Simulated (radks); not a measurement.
# Te in [Kr] 4d10 5s2 5p4: an all-electron calculation

An exercise on one series of results from a longer session: the logs are not shown, and one member is left open.

Program: radks (a radial shooting solver on a logarithmic mesh, Libxc functionals) version 1. Level of theory: Dirac Kohn-Sham, HCTH/407, spin-unpolarised, spherical densities, point nucleus; open shells fill j = l - 1/2 first. These are calculated values, not measurements, unless marked.

## The system

```
element       : tellurium (Z = 52)
charge        : 0
electrons     : 52
configuration : [Kr] 4d10 5s2 5p4
```

The first run:

Settings of this run:

```text
Z 52
configuration [Kr] 4d10 5s2 5p4
relativity Dirac
functional hcth_407
spin unpolarised
j_filling energy
nucleus point
c 137.035999084
```

Run with:

```
$ python run_ks.py task.json out
```

The same process makes all the runs of this session.

One of the session's tables, all rows but one given; the rest of the session is left out.

It belongs to the step «Orbitals and density». From the orbitals of this run (lengths in bohr):

```
level      <r>  outermost maximum (interpolated)  90 % within  nodes
1s1/2  0.02782                            0.0179       0.0500      0
2s1/2   0.1194                             0.102        0.185      1
2p1/2   0.1008                            0.0779        0.165      0
2p3/2   0.1064                            0.0826        0.173      0
3s1/2        ?                                 ?            ?      ?
3p1/2   0.3119                             0.279        0.469      1
3p3/2   0.3233                             0.290        0.485      1
3d3/2   0.2941                             0.236        0.463      0
3d5/2   0.2977                             0.239        0.468      0
4s1/2   0.7637                             0.701         1.10      3
4p1/2   0.8000                             0.721         1.17      2
4p3/2   0.8284                             0.745         1.21      2
4d3/2   0.9597                             0.804         1.47      1
4d5/2   0.9718                             0.812         1.49      1
5s1/2    2.079                              1.79         3.05      4
5p1/2    2.583                              2.10         3.93      3
5p3/2    2.721                              2.19         4.17      3
```

Estimate the missing values for 3s1/2.

The run gave: <r>: 0.3216; outermost maximum (interpolated): 0.293; 90 % within: 0.473; nodes: 2. In the column «<r>» it lies between 3p1/2 (0.3119) and 3p3/2 (0.3233).

Limits of these values: Spin polarisation and multiplet splitting are left out.
